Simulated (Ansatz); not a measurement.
# The pair BrH···BrH: a pair, distance and angle

A grid of calculations on the pair BrH···BrH, to see where the energy is lowest and how it rises around there.

Method: RKS BHLYP-D4/def2-TZVPD; program: Ansatz 0.2.0.

**1. The system as given**

4 atoms, charge 0, spin multiplicity 1.

Atoms are counted from 1 here; the program's logs count them from 0.

Bond lengths: Br1–H2 1.450 Å, Br3–H4 1.439 Å.

Geometry (Å):

```mol
Br2H2
  3D, bonds by distance, orders not assigned

  4  2  0  0  0  0  0  0  0  0999 V2000
    0.4715   -0.6133   -2.2469 Br  0  0
    0.0814   -0.4642   -0.8581 H   0  0
   -0.5512   -0.1261    1.5748 Br  0  0
   -0.0017    1.2036    1.5302 H   0  0
  1  2  8  0
  3  4  8  0
M  END
```

**2. Relaxing the molecule**

input.yaml reads:

```yaml
crystal:
  periodic: [false, false, false]
  atoms:
    - { symbol: Br, position_ang: [0.471479, -0.613254, -2.246872] }
    - { symbol: H, position_ang: [0.081412, -0.464159, -0.858116] }
    - { symbol: Br, position_ang: [-0.551184, -0.126068, 1.574775] }
    - { symbol: H, position_ang: [-0.001707, 1.20358, 1.530213] }
basis:
  gaussian: { orbitals: def2-TZVPD }
hamiltonian:
  xc: { name: BHLYP }
  dispersion: d4
output:
  forces: true
relax:
  f_tol: 0.003
  max_steps: 120
```

The run is started by

```console
$ ansatz run input.yaml --threads 1 --pin off --max-ram 2560MiB --backend cpu --events-out ev --progress --plain --runs-dir out
```

The log of the run (excerpt; [...] marks lines left out):

```text
Warning: RAYON_NUM_THREADS=1 ignored (pool sized by the plan → 1); use --threads N
[...]
Functional definition: BHLYP
[...]
1094 factors; their error is unknown
[...]
mean field -140124.98039813 eV, -5149.4980495082 hartree, gradient 2.0e-5 eV, S^2 0.000000; 0 other end points of the search recorded, 0 dependent functions left out
[...]
reference -140124.98056236 eV, -5149.4980555436 hartree; 36, 36 occupied and 96, 96 virtual orbitals, 1094 factors
relax step   1: F+E_penalty+E_count = -140125.04271456 eV  Δ(F+E_penalty+E_count) = +0.000e0 eV  max|allowed force component| = 7.560e-1 eV/Å  Δτ_max = 0.0000 Å  (30 SCF iters, accepted)
[...]
relax step   4: F+E_penalty+E_count = -140125.07015112 eV  Δ(F+E_penalty+E_count) = -6.036e-4 eV  max|allowed force component| = 2.049e-2 eV/Å  Δτ_max = 0.0589 Å  (32 SCF iters, accepted)
[...]
relax step   7: F+E_penalty+E_count = -140125.07068708 eV  Δ(F+E_penalty+E_count) = -1.548e-5 eV  max|allowed force component| = 7.989e-3 eV/Å  Δτ_max = 0.0044 Å  (33 SCF iters, accepted)
[...]
relax step  10: F+E_penalty+E_count = -140125.07072480 eV  Δ(F+E_penalty+E_count) = -4.872e-6 eV  max|allowed force component| = 7.765e-3 eV/Å  Δτ_max = 0.0058 Å  (33 SCF iters, accepted)
[...]
relax step  11: F+E_penalty+E_count = -140125.07072619 eV  Δ(F+E_penalty+E_count) = -1.385e-6 eV  max|allowed force component| = 4.443e-3 eV/Å  Δτ_max = 0.0023 Å  (33 SCF iters, accepted)
[...]
relax step  12: F+E_penalty+E_count = -140125.07072669 eV  Δ(F+E_penalty+E_count) = -4.991e-7 eV  max|allowed force component| = 1.282e-4 eV/Å  Δτ_max = 0.0008 Å  (33 SCF iters, accepted)
1094 factors; their error is unknown
[...]
mean field -140125.01372255 eV, -5149.4992741580 hartree, gradient 1.6e-5 eV, S^2 0.000000; 1 other end points of the search recorded, 0 dependent functions left out
[...]
reference -140125.01388838 eV, -5149.4992802522 hartree; 36, 36 occupied and 96, 96 virtual orbitals, 1094 factors
Total energy: -140125.07089252 eV, -5149.5013751156 hartree
Atom 0 at     0.495642    -0.586490    -2.298250 Å, force    -0.000024    -0.000005     0.000068 eV/Å
Atom 1 at     0.078172    -0.551700    -0.944820 Å, force     0.000036     0.000007    -0.000105 eV/Å
Atom 2 at    -0.564126    -0.079456     1.668477 Å, force     0.000038     0.000126     0.000039 eV/Å
Atom 3 at    -0.009688     1.217745     1.574592 Å, force    -0.000051    -0.000128    -0.000003 eV/Å
Dipole moment:    -0.009426     0.192730     0.273968 e Å
```

Wall time 79 s (1 thread of Arm Neoverse V1, shared host); peak memory 0.3 GiB.

Along the way:

| step | energy from step 1 (eV) | largest force component (eV/Å) |
| --- | --- | --- |
| 1 | 0.0000 | 0.7560 |
| 2 | -0.0217 | 0.2300 |
| 3 | -0.0268 | 0.0616 |
| 4 | -0.0274 | 0.0205 |
| 5 | -0.0277 | 0.0606 |
| 6 | -0.0280 | 0.0028 |
| 7 | -0.0280 | 0.0080 |
| 8 | -0.0280 | 0.0025 |
| 9 | -0.0280 | 0.0074 |
| 10 | -0.0280 | 0.0078 |
| 11 | -0.0280 | 0.0044 |
| 12 | -0.0280 | 0.0001 |

Distances of close pairs at the start and the end, largest changes first:

| bond | before (Å) | after (Å) | change (Å) |
| --- | --- | --- | --- |
| Br1–H2 | 1.450 | 1.417 | -0.033 |
| Br3–H4 | 1.439 | 1.414 | -0.026 |

**3. The part HBr alone, at the geometry typed**

input.yaml reads:

```yaml
crystal:
  periodic: [false, false, false]
  atoms:
    - { symbol: Br, position_ang: [-0.564126, -0.079456, 1.668477] }
    - { symbol: H, position_ang: [-0.009688, 1.217745, 1.574592] }
basis:
  gaussian: { orbitals: def2-TZVPD }
hamiltonian:
  xc: { name: BHLYP }
  dispersion: d4
output:
  forces: true
```

The run is started by

```console
$ ansatz run input.yaml --threads 1 --pin off --max-ram 2560MiB --backend cpu --events-out ev --progress --plain --runs-dir out
```

The log of the run:

```text
Warning: RAYON_NUM_THREADS=1 ignored (pool sized by the plan → 1); use --threads N
Engine: ansatz 0.2.0, aarch64-unknown-linux-gnu
[... 1 set-up line as earlier in the session ...]
  parameter a = 0.5
  exchange = (1 - a)*b88_x + a*exact_x
  correlation = lyp_c
547 factors; their error is unknown
mean field evaluation 1: about -70061.6818 eV, gradient 6.5e0 eV
mean field evaluation 2: about -70061.7957 eV, gradient 4.1e0 eV
mean field evaluation 4: about -70061.8370 eV, gradient 1.4e-1 eV
mean field evaluation 8: about -70062.4851 eV, gradient 1.2e-1 eV
mean field -70062.48512154 eV, -2574.7488381584 hartree, gradient 1.5e-5 eV, S^2 0.000000; 0 other end points of the search recorded, 0 dependent functions left out
the calculation of the forces begins
reference -70062.48524156 eV, -2574.7488425691 hartree; 18, 18 occupied and 48, 48 virtual orbitals, 547 factors
Total energy: -70062.49309793 eV, -2574.7491312854 hartree
Atom 0 at    -0.564126    -0.079456     1.668477 Å, force     0.011203     0.026212    -0.001897 eV/Å
Atom 1 at    -0.009688     1.217745     1.574592 Å, force    -0.011203    -0.026212     0.001897 eV/Å
Dipole moment:     0.072463     0.169540    -0.012270 e Å
```

It took 1 s on 1 thread of Arm Neoverse V1, shared host; peak memory 0.1 GiB.

**4. Reference: HBr by itself, as typed**

input.yaml reads:

```yaml
crystal:
  periodic: [false, false, false]
  atoms:
    - { symbol: Br, position_ang: [0.495642, -0.58649, -2.29825] }
    - { symbol: H, position_ang: [0.078172, -0.5517, -0.94482] }
basis:
  gaussian: { orbitals: def2-TZVPD }
hamiltonian:
  xc: { name: BHLYP }
  dispersion: d4
output:
  forces: true
```

The run is started by

```console
$ ansatz run input.yaml --threads 1 --pin off --max-ram 2560MiB --backend cpu --events-out ev --progress --plain --runs-dir out
```

The log of the run:

```text
Warning: RAYON_NUM_THREADS=1 ignored (pool sized by the plan → 1); use --threads N
[... 5 set-up lines as earlier in the session ...]
547 factors; their error is unknown
mean field evaluation 1: about -70061.6806 eV, gradient 6.5e0 eV
mean field evaluation 2: about -70061.7947 eV, gradient 4.1e0 eV
mean field evaluation 4: about -70061.8367 eV, gradient 1.4e-1 eV
mean field evaluation 8: about -70062.4849 eV, gradient 1.2e-1 eV
mean field -70062.48492039 eV, -2574.7488307663 hartree, gradient 1.5e-5 eV, S^2 0.000000; 0 other end points of the search recorded, 0 dependent functions left out
the calculation of the forces begins
reference -70062.48504046 eV, -2574.7488351787 hartree; 18, 18 occupied and 48, 48 virtual orbitals, 547 factors
Total energy: -70062.49289821 eV, -2574.7491239457 hartree
Atom 0 at     0.495642    -0.586490    -2.298250 Å, force    -0.031588     0.002632     0.102409 eV/Å
Atom 1 at     0.078172    -0.551700    -0.944820 Å, force     0.031588    -0.002632    -0.102409 eV/Å
Dipole moment:    -0.054555     0.004546     0.176866 e Å
```

It took 1.1 s on 1 thread of Arm Neoverse V1, shared host; peak memory 0.1 GiB.

**5. The grid**

First coordinate, distance Br3···Br1: 9 values from 3.475 to 5.475 Å. Second coordinate, turn of Br1, H2 about Br3: 9 values from −90.0 °.

Nothing else is relaxed (both partners rigid). Energies count from the two partners far apart, frozen as in the relaxed pair, each in its own basis (no counterpoise correction). Points are written as (first, second).

Of the runs on the grid, 2 are shown in the steps below; the others differ only in the two coordinates.

**6. The run at (5.475 Å, −67.5°)**

input.yaml reads:

```yaml
crystal:
  periodic: [false, false, false]
  atoms:
    - { symbol: Br, position_ang: [1.891783, 4.34299, -0.425826] }
    - { symbol: H, position_ang: [1.273422, 3.135289, -0.017963] }
    - { symbol: Br, position_ang: [-0.564126, -0.079456, 1.668477] }
    - { symbol: H, position_ang: [-0.009688, 1.217745, 1.574592] }
basis:
  gaussian: { orbitals: def2-TZVPD }
hamiltonian:
  xc: { name: BHLYP }
  dispersion: d4
output:
  forces: true
```

The run is started by

```console
$ ansatz run input.yaml --threads 1 --pin off --max-ram 2560MiB --backend cpu --events-out ev --progress --plain --runs-dir out
```

The log of the run (excerpt; [...] marks lines left out):

```text
Warning: RAYON_NUM_THREADS=1 ignored (pool sized by the plan → 1); use --threads N
[...]
[... 1 set-up line as earlier in the session ...]
[...]
1094 factors; their error is unknown
[...]
mean field -140124.93635502 eV, -5149.4964309539 hartree, gradient 2.2e-5 eV, S^2 0.000000; 0 other end points of the search recorded, 0 dependent functions left out
[...]
reference -140124.93653089 eV, -5149.4964374169 hartree; 36, 36 occupied and 96, 96 virtual orbitals, 1094 factors
Total energy: -140124.96515059 eV, -5149.4974891715 hartree
Atom 0 at     1.891783     4.342990    -0.425826 Å, force    -0.057375    -0.103698     0.048444 eV/Å
Atom 1 at     1.273422     3.135289    -0.017963 Å, force     0.064121     0.104280    -0.068863 eV/Å
Atom 2 at    -0.564126    -0.079456     1.668477 Å, force     0.024094     0.043711    -0.020135 eV/Å
Atom 3 at    -0.009688     1.217745     1.574592 Å, force    -0.030840    -0.044293     0.040554 eV/Å
Dipole moment:    -0.009436     0.006698     0.038090 e Å
```

Run time: 5.4 s. Hardware: 1 thread of Arm Neoverse V1, shared host; peak memory 0.28 GiB.

That is 0.48 kcal/mol from the zero.

**7. Grid point (4.233 Å, 0.0°)**

input.yaml reads:

```yaml
crystal:
  periodic: [false, false, false]
  atoms:
    - { symbol: Br, position_ang: [0.520224, -0.59825, -2.390258] }
    - { symbol: H, position_ang: [0.102753, -0.563461, -1.036827] }
    - { symbol: Br, position_ang: [-0.564126, -0.079456, 1.668477] }
    - { symbol: H, position_ang: [-0.009688, 1.217745, 1.574592] }
basis:
  gaussian: { orbitals: def2-TZVPD }
hamiltonian:
  xc: { name: BHLYP }
  dispersion: d4
output:
  forces: true
```

The run is started by

```console
$ ansatz run input.yaml --threads 1 --pin off --max-ram 2560MiB --backend cpu --events-out ev --progress --plain --runs-dir out
```

The log of the run (excerpt; [...] marks lines left out):

```text
Warning: RAYON_NUM_THREADS=1 ignored (pool sized by the plan → 1); use --threads N
[...]
[... 1 set-up line as earlier in the session ...]
[...]
1094 factors; their error is unknown
[...]
mean field -140125.01560068 eV, -5149.4993431783 hartree, gradient 1.6e-5 eV, S^2 0.000000; 0 other end points of the search recorded, 0 dependent functions left out
[...]
reference -140125.01576771 eV, -5149.4993493164 hartree; 36, 36 occupied and 96, 96 virtual orbitals, 1094 factors
Total energy: -140125.06949303 eV, -5149.5013236854 hartree
Atom 0 at     0.520224    -0.598250    -2.390258 Å, force    -0.008291     0.002782     0.029531 eV/Å
Atom 1 at     0.102753    -0.563461    -1.036827 Å, force     0.001245     0.000352    -0.003458 eV/Å
Atom 2 at    -0.564126    -0.079456     1.668477 Å, force     0.008296    -0.001019    -0.027311 eV/Å
Atom 3 at    -0.009688     1.217745     1.574592 Å, force    -0.001250    -0.002115     0.001238 eV/Å
Dipole moment:    -0.006555     0.190562     0.262213 e Å
```

Wall time 6.2 s (1 thread of Arm Neoverse V1, shared host); peak memory 0.29 GiB.

That is −1.9 kcal/mol from the zero.

**8. All points together**

81 points were computed. Energies in kcal/mol, from the two partners far apart, frozen as in the relaxed pair, each in its own basis (no counterpoise correction):

| turn of Br1, H2 about Br3 (°) ↓, distance Br3···Br1 (Å) → | 3.475 | 3.584 | 3.762 | 3.982 | 4.233 | 4.511 | 4.812 | 5.134 | 5.475 |
| --- | --- | --- | --- | --- | --- | --- | --- | --- | --- |
| 90.0 | 5.9 | 3.8 | 1.7 | 0.5 | 0.0 | −0.2 | −0.2 | −0.1 | −0.1 |
| 67.5 | 5.9 | 3.7 | 1.6 | 0.3 | −0.2 | −0.4 | −0.3 | −0.2 | −0.2 |
| 45.0 | 5.1 | 2.8 | 0.7 | −0.5 | −0.9 | −0.9 | −0.7 | −0.5 | −0.4 |
| 22.5 | 3.8 | 1.7 | −0.4 | −1.4 | −1.6 | −1.4 | −1.1 | −0.8 | −0.6 |
| 0.0 | 3.0 | 0.9 | −1.0 | −1.8 | −1.9 | −1.6 | −1.2 | −0.9 | −0.6 |
| −22.5 | 3.9 | 1.8 | −0.3 | −1.3 | −1.5 | −1.3 | −1.0 | −0.7 | −0.4 |
| −45.0 | 9.7 | 6.4 | 2.9 | 0.8 | −0.1 | −0.4 | −0.3 | −0.1 | 0.0 |
| −67.5 | 28.2 | 20.3 | 11.8 | 6.0 | 2.9 | 1.4 | 0.8 | 0.6 | 0.5 |
| −90.0 | 68.9 | 44.3 | 23.1 | 11.3 | 5.5 | 2.8 | 1.6 | 1.1 | 0.8 |

On the same grid, dipole moment (D):

| turn of Br1, H2 about Br3 (°) ↓, distance Br3···Br1 (Å) → | 3.475 | 3.584 | 3.762 | 3.982 | 4.233 | 4.511 | 4.812 | 5.134 | 5.475 |
| --- | --- | --- | --- | --- | --- | --- | --- | --- | --- |
| 90.0 | 2.27 | 2.20 | 2.12 | 2.04 | 1.98 | 1.93 | 1.90 | 1.88 | 1.86 |
| 67.5 | 2.35 | 2.27 | 2.16 | 2.06 | 1.98 | 1.91 | 1.87 | 1.84 | 1.81 |
| 45.0 | 2.55 | 2.42 | 2.25 | 2.09 | 1.96 | 1.87 | 1.80 | 1.75 | 1.71 |
| 22.5 | 2.58 | 2.41 | 2.19 | 2.00 | 1.84 | 1.72 | 1.64 | 1.57 | 1.53 |
| 0.0 | 2.30 | 2.13 | 1.91 | 1.71 | 1.56 | 1.44 | 1.36 | 1.30 | 1.26 |
| −22.5 | 1.80 | 1.64 | 1.44 | 1.27 | 1.14 | 1.05 | 0.99 | 0.95 | 0.93 |
| −45.0 | 1.18 | 1.05 | 0.89 | 0.75 | 0.66 | 0.60 | 0.57 | 0.56 | 0.55 |
| −67.5 | 0.39 | 0.34 | 0.28 | 0.23 | 0.20 | 0.19 | 0.18 | 0.19 | 0.19 |
| −90.0 | 0.06 | 0.06 | 0.07 | 0.08 | 0.09 | 0.10 | 0.11 | 0.11 | 0.12 |

**9. Summary of results**

| quantity | value |
| --- | --- |
| lowest point | (4.233 Å, 0.0°), −1.9 kcal/mol |
| highest computed point | (3.475 Å, −90.0°), 70.8 kcal/mol above the lowest |
| dipole moment (D) | 0.06 at (3.475 Å, −90.0°) to 2.58 at (3.475 Å, 22.5°); 1.56 at the lowest point |
| time for the whole task | 9.6 min on 1 thread, shared host |

What this shows: The lowest computed point is at (4.233 Å, 0.0°), −1.9 kcal/mol from the two partners far apart, frozen as in the relaxed pair, each in its own basis (no counterpoise correction). The grid is coarse, so the lowest point of the scanned range may lie between grid points; coordinates that were held can hide deeper minima. The grid shows no other well, apart from its symmetry copies. The highest computed point, (3.475 Å, −90.0°), lies 70.8 kcal/mol above the lowest. Round the minimum the two coordinates are nearly uncoupled. Between some neighbouring points the energy changes steeply, from close contacts of the rigid frames or a change of state; the map doesn't tell which. No counterpoise correction was made, so wells between separate parts tend to come out somewhat too deep.
